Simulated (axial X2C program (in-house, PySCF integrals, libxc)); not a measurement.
# A two-component session on InB⁺: EOM-EA-CCSD levels

Aim: EOM-EA-CCSD levels of InB⁺, with spin–orbit coupling in the Hamiltonian from the start.

Method: two-component X2C with atomic mean-field terms, In dyall-acv3z, B dyall-av3z; program: an in-house X2C program for linear molecules on PySCF integrals.

All values are calculated.

### 1 Input

task.json reads:

```json
{
 "zs": [
  49,
  5
 ],
 "q": 1,
 "bas": [
  "dyall-acv3z",
  "dyall-av3z"
 ],
 "r0": 2.27,
 "eom": "ea",
 "thr": -2.0,
 "nmax": 92,
 "grid": [
  1,
  0.96,
  1.045,
  0.92,
  1.09,
  1.15
 ]
}
```

Keys: zs atomic numbers; q charge; bas basis sets; r0 starting distance in Å; eom kind of EOM run; thr threshold in hartree for freezing inner shells (an s shell follows its p shell); nmax most natural virtual spinors; grid distances as factors.

Launch:

```
python soeom.py task.json out
```

After this run come: EOM-EA-CCSD at 3.001 Å.

What does the calculation give? Wanted: next root led by one particle; T1 of the reference.

As calculated:

| quantity | value |
| --- | --- |
| lowest root at 3.001 Å | Ω = 1/2, 12.952 eV |
| next root led by one particle | Ω = 1/2, about 4120 cm⁻¹ higher |
| T1 of the reference | 0.010 |

In words: The added electron is bound by 12.95 eV in a spinor of 68% B pσ, 20% In pσ, 7% In sσ. Errors of 0.1 to 0.3 eV are usual at this size, and roots led by higher excitations are left out, so the list is incomplete, and low states of that kind can be missing.
